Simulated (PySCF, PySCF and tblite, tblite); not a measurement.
# C4H5FO2: a path driven as rotation about a bond, and NMR exchange, part 2 of 3

PySCF and tblite. Atoms count from 0. Earlier steps stand in the parts before.

## Step 8: Shieldings, end: PBE0/pcSseg-1

What the job is given:

```
{"job": {"kind": "nmr", "xc": "PBE0", "basis": "pcSseg-1", "pop": false}, "charge": 0, "multiplicity": 1}
C     -1.406102     0.294481     0.544076
C     -0.715862     0.030247    -0.783046
O     -1.343756     0.031274    -1.818061
C      0.724026    -0.228653    -0.790884
C      1.589105    -0.270068     0.229348
O      1.427864    -0.091456     1.534022
F      2.872336    -0.532448    -0.024884
H     -2.464747     0.453470     0.350005
H     -1.308323    -0.563492     1.208539
H     -1.009134     1.194088     1.013666
H      1.134227    -0.412692    -1.773105
H      0.507145     0.105031     1.751970
```

Log:

```text
coarse grid: 10704 points
cycle   1  E = -404.9369685153  dE =  1.269e+00  |g| = 1.063e+00  |ddm| = 3.144e+00
cycle   2  E = -404.2317559377  dE =  7.052e-01  |g| = 2.120e+00  |ddm| = 3.842e+00
cycle   3  E = -405.1388699677  dE = -9.071e-01  |g| = 3.249e-01  |ddm| = 3.268e+00
cycle   4  E = -405.1577152833  dE = -1.885e-02  |g| = 1.216e-01  |ddm| = 3.533e-01
cycle   5  E = -405.1599990987  dE = -2.284e-03  |g| = 3.156e-02  |ddm| = 9.840e-02
cycle   6  E = -405.1602031920  dE = -2.041e-04  |g| = 9.439e-03  |ddm| = 2.634e-02
cycle   7  E = -405.1602200637  dE = -1.687e-05  |g| = 3.667e-03  |ddm| = 9.496e-03
cycle   8  E = -405.1602224671  dE = -2.403e-06  |g| = 1.218e-03  |ddm| = 3.423e-03
final grid: 105712 points
cycle   9  E = -405.2278923927  dE = -2.444e-05  |g| = 1.322e-02  |ddm| = 3.036e-02
cycle  10  E = -405.2277988192  dE =  9.357e-05  |g| = 2.595e-02  |ddm| = 3.139e-02
cycle  11  E = -405.2279243437  dE = -1.255e-04  |g| = 2.181e-03  |ddm| = 2.323e-02
cycle  12  E = -405.2279252117  dE = -8.680e-07  |g| = 3.426e-04  |ddm| = 1.810e-03
cycle  13  E = -405.2279252261  dE = -1.441e-08  |g| = 1.667e-04  |ddm| = 3.240e-04
cycle  14  E = -405.2279252317  dE = -5.601e-09  |g| = 4.191e-05  |ddm| = 1.486e-04
cycle  15  E = -405.2279252321  dE = -3.884e-10  |g| = 1.340e-05  |ddm| = 4.851e-05
converged SCF energy = -405.2279252321

GIAO shielding tensors (ppm)
atom      isotropic    diamagn.    paramagn.     s11        s22        s33       span
  0 C      157.418     255.369     -97.952    137.846    144.386    190.020     52.174
  1 C       -4.034     246.829    -250.863    -91.714    -26.232    105.846    197.560
  2 O     -333.046     398.538    -731.583   -916.800   -384.726    302.390   1219.190
  3 C       95.610     258.759    -163.149     47.051    107.640    132.138     85.088
  4 C        9.548     249.562    -240.014    -81.815     46.512     63.948    145.764
  5 O      179.067     391.461    -212.394    103.662    199.233    234.306    130.644
  6 F      240.587     473.141    -232.554    184.382    248.854    288.524    104.142
  7 H       29.221      29.377      -0.156     25.970     27.304     34.389      8.419
  8 H       29.611      31.763      -2.151     26.301     30.000     32.533      6.233
  9 H       29.618      31.769      -2.150     26.320     29.958     32.577      6.257
 10 H       26.524      31.280      -4.756     23.254     26.962     29.357      6.103
 11 H       25.225      33.903      -8.678     17.089     23.873     34.713     17.625
```

Run time: 11 s. Hardware: 1 thread of AMD EPYC 7R13, shared host; peak memory 0.72 GiB.

In short: HOMO -7.55 eV, LUMO -1.28 eV; dipole 3.24 D.

## Step 9: Kinetics and line shapes

What the job is given:

```
{"job": {"smiles": "CC(=O)C=C(O)F", "charge": 0, "mult": 1, "motion": "rotation", "what": "diene or enone", "atoms": [1, 3], "drives": [{"terms": [["t", [0, 1, 3, 4], 0.25], ["t", [0, 1, 3, 10], 0.25], ["t", [2, 1, 3, 4], 0.25], ["t", [2, 1, 3, 10], 0.25]], "by": 180, "n": 12}], "study": "path", "level": {"kind": "nmr", "xc": "PBE0", "basis": "pcSseg-1"}, "fields": [300, 360, 400], "first": 4, "seed": 3, "kind": "path"}, "charge": 0, "multiplicity": 1}
C     -1.889940    -0.042979     0.122152
C     -0.453617     0.374242     0.233162
O     -0.132205     1.520169     0.557477
C      0.536962    -0.633719    -0.059391
C      1.842110    -0.287483     0.030281
O      2.298901     0.883538     0.360181
F      2.802270    -1.174249    -0.228979
H     -2.091854    -0.395541    -0.887145
H     -2.087133    -0.862562     0.810146
H     -2.541582     0.794395     0.355086
H      0.248177    -1.629042    -0.340773
H      1.470844     1.458579     0.528961
```

Log:

```text
stationary points (kcal/mol above the start)
  n  kind          group   xTB      DFT    lowest mode
  0  minimum      Cs       0.00     0.00      88.6
  1  saddle       C1      16.02    24.96     -91.2
  2  minimum      Cs      11.88    16.71      51.8

GFN2-xTB energies: T/K, barrier G, reaction G (kcal/mol), k forward, k back (1/s)
 150.00    15.78    12.37   6.36e-11   6.75e+07
 200.00    15.78    12.37   4.82e-05   1.57e+09
 250.00    15.77    12.35      0.172   1.08e+10
 298.15    15.75    12.33       35.1   3.82e+10
 350.00    15.74    12.29   2.16e+03   1.02e+11
 400.00    15.73    12.25   4.25e+04    2.1e+11
 500.00    15.71    12.15   2.84e+06   5.83e+11

PBE0/pcSseg-1 + D3(BJ) energies: T/K, barrier G, reaction G (kcal/mol), k forward, k back (1/s)
 150.00    24.72    17.21      6e-24       71.3
 200.00    24.72    17.21    8.2e-15   5.19e+04
 250.00    24.71    17.19   2.63e-09    2.8e+06
 298.15    24.69    17.17   9.83e-06   3.76e+07
 350.00    24.68    17.13    0.00566   2.81e+08
 400.00    24.67    17.09      0.555    1.2e+09
 500.00    24.65    16.99        351   9.39e+09
```

It took 42 s on 1 thread of AMD EPYC 7R13, shared host; peak memory 0.72 GiB. This counts the whole study up to here.

Barriers by level (kcal/mol; entropies in cal/(mol K)). Zero-point and thermal terms come from xTB in every row. ΔG‡ leaves symmetry out; the rate counts equivalent paths (a factor of 2); effective ΔG‡, where given, is the barrier that would give that rate by Eyring's equation alone:

```tsv
level	ΔE‡	with zero-point	ΔH‡	ΔS‡	ΔG‡ (298 K)	ΔE of reaction	k at 298 K (1/s)	effective ΔG‡
GFN2-xTB	16.02	15.80	15.80	0.1	15.75	11.87	35	15.34
PBE0/pcSseg-1 + D3(BJ)	24.96	24.74	24.74	0.1	24.69	16.71	9.8e-06	24.28
```

Sites that the driver pairs across this motion, and where their lines would merge (no couplings; faster rotations, inversion at nitrogen or exchange between molecules can average them sooner):

```tsv
nucleus	sites: shielding (ppm)	proton frequency (MHz)	spread (Hz)	coalescence (K)	lines at 298 K
¹⁷O	O2: -149.9; O2 (end): -333.0	400	9935	not given	–
¹⁹F	F6: 218.8; F6 (end): 240.6	400	8190	not given	–
¹H	H11: 16.46; H11 (end): 25.23	400	3507	not given	–
¹³C	C1: -19.0; C1 (end): -4.0	400	1507	not given	–
¹⁷O	O5: 154.9; O5 (end): 179.1	400	1313	not given	–
¹³C	C3: 103.5; C3 (end): 95.6	400	791	not given	–
¹³C	C4: 2.6; C4 (end): 9.5	400	702	not given	–
¹³C	C0: 156.2; C0 (end): 157.4	400	124	not given	–
```

A dash: the driver gave no coalescence for this row (it judged the minor form too scarce).

Rows that set an atom against itself at the end compare its shielding in the two forms.

Lines of quadrupolar nuclei are broad, so their coalescence could hardly be seen.

## Step 10: Shieldings, start: PBE0/pcSseg-1 in acetone

What the job is given:

```
{"job": {"kind": "nmr", "xc": "PBE0", "basis": "pcSseg-1", "solvent": "acetone", "pop": false}, "charge": 0, "multiplicity": 1}
C     -1.889940    -0.042979     0.122152
C     -0.453617     0.374242     0.233162
O     -0.132205     1.520169     0.557477
C      0.536962    -0.633719    -0.059391
C      1.842110    -0.287483     0.030281
O      2.298901     0.883538     0.360181
F      2.802270    -1.174249    -0.228979
H     -2.091854    -0.395541    -0.887145
H     -2.087133    -0.862562     0.810146
H     -2.541582     0.794395     0.355086
H      0.248177    -1.629042    -0.340773
H      1.470844     1.458579     0.528961
```

Log:

```text
coarse grid: 10704 points
cycle   1  E = -405.0219999870  dE =  1.243e+00  |g| = 9.750e-01  |ddm| = 3.104e+00
cycle   2  E = -404.7063552078  dE =  3.156e-01  |g| = 1.625e+00  |ddm| = 1.727e+00
cycle   3  E = -405.1872069458  dE = -4.809e-01  |g| = 2.182e-01  |ddm| = 1.286e+00
cycle   4  E = -405.1958406872  dE = -8.634e-03  |g| = 7.144e-02  |ddm| = 1.928e-01
cycle   5  E = -405.1966423611  dE = -8.017e-04  |g| = 2.086e-02  |ddm| = 4.959e-02
cycle   6  E = -405.1967282820  dE = -8.592e-05  |g| = 5.247e-03  |ddm| = 1.550e-02
cycle   7  E = -405.1967329556  dE = -4.674e-06  |g| = 1.997e-03  |ddm| = 4.319e-03
final grid: 105712 points
cycle   8  E = -405.2617243112  dE = -1.659e-05  |g| = 1.408e-02  |ddm| = 2.320e-02
cycle   9  E = -405.2616486380  dE =  7.567e-05  |g| = 2.458e-02  |ddm| = 2.543e-02
cycle  10  E = -405.2617608312  dE = -1.122e-04  |g| = 1.605e-03  |ddm| = 1.696e-02
cycle  11  E = -405.2617612932  dE = -4.621e-07  |g| = 3.698e-04  |ddm| = 1.189e-03
cycle  12  E = -405.2617613128  dE = -1.955e-08  |g| = 1.490e-04  |ddm| = 3.148e-04
cycle  13  E = -405.2617613174  dE = -4.589e-09  |g| = 2.849e-05  |ddm| = 1.171e-04
cycle  14  E = -405.2617613175  dE = -1.360e-10  |g| = 8.572e-06  |ddm| = 2.200e-05
converged SCF energy = -405.2617613175

GIAO shielding tensors (ppm)
atom      isotropic    diamagn.    paramagn.     s11        s22        s33       span
  0 C      155.287     250.036     -94.749    136.150    137.777    191.934     55.784
  1 C      -22.930     250.072    -273.002    -95.986    -83.475    110.671    206.657
  2 O     -127.968     403.528    -531.496   -478.832   -247.072    342.002    820.834
  3 C      102.354     261.389    -159.035     32.367    122.989    151.707    119.340
  4 C        3.210     250.497    -247.287    -87.264     34.700     62.194    149.458
  5 O      159.969     395.879    -235.910     27.169    202.832    249.906    222.737
  6 F      225.201     472.383    -247.181    146.929    242.309    286.366    139.437
  7 H       28.983      29.048      -0.065     25.619     28.241     33.088      7.469
  8 H       28.978      28.749       0.229     25.634     28.192     33.109      7.475
  9 H       29.633      28.692       0.941     26.013     28.084     34.801      8.789
 10 H       26.085      33.130      -7.045     23.527     24.859     29.869      6.343
 11 H       16.498      30.445     -13.946      4.530     13.605     31.360     26.829
```

Run time: 11 s. Hardware: 1 thread of AMD EPYC 7R13, shared host; peak memory 0.82 GiB.

Key values: HOMO -7.43 eV, LUMO -1.27 eV; dipole 3.36 D.

## Step 11: Single-point energy, saddle of leg 1: PBE0/pcSseg-1 in acetone

What the job is given:

```
{"job": {"kind": "sp", "xc": "PBE0", "basis": "pcSseg-1", "solvent": "acetone", "pop": false}, "charge": 0, "multiplicity": 1}
C     -1.628771     0.042447     0.304873
C     -0.557213     0.538099    -0.631316
O     -0.623232     1.583175    -1.223603
C      0.598810    -0.402919    -0.772262
C      1.612552    -0.447526     0.078662
O      1.829185     0.296609     1.173878
F      2.606782    -1.327534    -0.079400
H     -2.078406    -0.851812    -0.123283
H     -1.195367    -0.236059     1.263274
H     -2.395482     0.800516     0.441841
H      0.602784    -1.044484    -1.637285
H      1.228360     1.049489     1.204622
```

Log:

```text
coarse grid: 10704 points
cycle   1  E = -404.9757331003  dE =  1.192e+00  |g| = 1.001e+00  |ddm| = 3.105e+00
cycle   2  E = -404.6387973716  dE =  3.369e-01  |g| = 1.689e+00  |ddm| = 1.952e+00
cycle   3  E = -405.1501855889  dE = -5.114e-01  |g| = 2.248e-01  |ddm| = 1.450e+00
cycle   4  E = -405.1595849113  dE = -9.399e-03  |g| = 7.434e-02  |ddm| = 1.895e-01
cycle   5  E = -405.1605784857  dE = -9.936e-04  |g| = 2.022e-02  |ddm| = 5.642e-02
cycle   6  E = -405.1606685308  dE = -9.005e-05  |g| = 4.421e-03  |ddm| = 1.612e-02
cycle   7  E = -405.1606720533  dE = -3.523e-06  |g| = 1.776e-03  |ddm| = 3.767e-03
final grid: 105712 points
cycle   8  E = -405.2284584079  dE = -1.844e-05  |g| = 1.232e-02  |ddm| = 2.296e-02
cycle   9  E = -405.2283951164  dE =  6.329e-05  |g| = 2.237e-02  |ddm| = 2.245e-02
cycle  10  E = -405.2284861343  dE = -9.102e-05  |g| = 1.812e-03  |ddm| = 1.540e-02
cycle  11  E = -405.2284867791  dE = -6.447e-07  |g| = 2.490e-04  |ddm| = 1.190e-03
cycle  12  E = -405.2284867880  dE = -8.910e-09  |g| = 1.135e-04  |ddm| = 2.114e-04
cycle  13  E = -405.2284867908  dE = -2.855e-09  |g| = 1.844e-05  |ddm| = 8.645e-05
cycle  14  E = -405.2284867909  dE = -7.185e-11  |g| = 5.709e-06  |ddm| = 1.774e-05
converged SCF energy = -405.2284867909
```

It took 6.1 s on 1 thread of AMD EPYC 7R13, shared host; peak memory 0.6 GiB.

Key values: HOMO -7.16 eV, LUMO -0.86 eV; dipole 2.89 D.

## Step 12: Shieldings, end: PBE0/pcSseg-1 in acetone

What the job is given:

```
{"job": {"kind": "nmr", "xc": "PBE0", "basis": "pcSseg-1", "solvent": "acetone", "pop": false}, "charge": 0, "multiplicity": 1}
C     -1.406102     0.294481     0.544076
C     -0.715862     0.030247    -0.783046
O     -1.343756     0.031274    -1.818061
C      0.724026    -0.228653    -0.790884
C      1.589105    -0.270068     0.229348
O      1.427864    -0.091456     1.534022
F      2.872336    -0.532448    -0.024884
H     -2.464747     0.453470     0.350005
H     -1.308323    -0.563492     1.208539
H     -1.009134     1.194088     1.013666
H      1.134227    -0.412692    -1.773105
H      0.507145     0.105031     1.751970
```

Log:

```text
coarse grid: 10704 points
cycle   1  E = -404.9757679135  dE =  1.230e+00  |g| = 1.025e+00  |ddm| = 3.143e+00
cycle   2  E = -404.5506474466  dE =  4.251e-01  |g| = 1.804e+00  |ddm| = 2.681e+00
cycle   3  E = -405.1642521181  dE = -6.136e-01  |g| = 2.274e-01  |ddm| = 2.100e+00
cycle   4  E = -405.1733132043  dE = -9.061e-03  |g| = 8.586e-02  |ddm| = 2.205e-01
cycle   5  E = -405.1745092949  dE = -1.196e-03  |g| = 2.163e-02  |ddm| = 6.644e-02
cycle   6  E = -405.1746072386  dE = -9.794e-05  |g| = 4.854e-03  |ddm| = 1.596e-02
cycle   7  E = -405.1746116900  dE = -4.451e-06  |g| = 1.477e-03  |ddm| = 3.669e-03
final grid: 105712 points
cycle   8  E = -405.2422621203  dE = -2.381e-05  |g| = 1.362e-02  |ddm| = 3.022e-02
cycle   9  E = -405.2421847560  dE =  7.736e-05  |g| = 2.467e-02  |ddm| = 2.843e-02
cycle  10  E = -405.2422959501  dE = -1.112e-04  |g| = 1.701e-03  |ddm| = 1.964e-02
cycle  11  E = -405.2422964738  dE = -5.237e-07  |g| = 3.003e-04  |ddm| = 1.276e-03
cycle  12  E = -405.2422964848  dE = -1.107e-08  |g| = 1.450e-04  |ddm| = 2.659e-04
cycle  13  E = -405.2422964891  dE = -4.241e-09  |g| = 2.508e-05  |ddm| = 1.146e-04
cycle  14  E = -405.2422964892  dE = -1.129e-10  |g| = 1.053e-05  |ddm| = 2.810e-05
converged SCF energy = -405.2422964892

GIAO shielding tensors (ppm)
atom      isotropic    diamagn.    paramagn.     s11        s22        s33       span
  0 C      156.143     254.682     -98.539    137.405    139.759    191.265     53.860
  1 C      -11.861     247.793    -259.653    -88.906    -53.343    106.667    195.573
  2 O     -267.814     401.295    -669.109   -784.689   -324.361    305.609   1090.298
  3 C       96.144     258.813    -162.669     47.742    108.511    132.179     84.436
  4 C        7.707     249.374    -241.667    -85.375     45.821     62.676    148.050
  5 O      173.612     392.576    -218.963     86.447    197.834    236.557    150.110
  6 F      242.797     473.325    -230.529    183.897    251.425    293.069    109.172
  7 H       29.323      29.202       0.121     25.987     27.561     34.421      8.435
  8 H       29.111      31.106      -1.995     25.604     29.465     32.264      6.660
  9 H       29.114      31.105      -1.991     25.618     29.419     32.307      6.689
 10 H       26.561      31.271      -4.710     23.321     26.993     29.369      6.048
 11 H       24.130      33.426      -9.296     15.968     22.691     33.732     17.763
```

Run time: 11 s. Hardware: 1 thread of AMD EPYC 7R13, shared host; peak memory 0.82 GiB.

This run: HOMO -7.50 eV, LUMO -1.16 eV; dipole 4.33 D.

(Continued in part 3 of 3.)
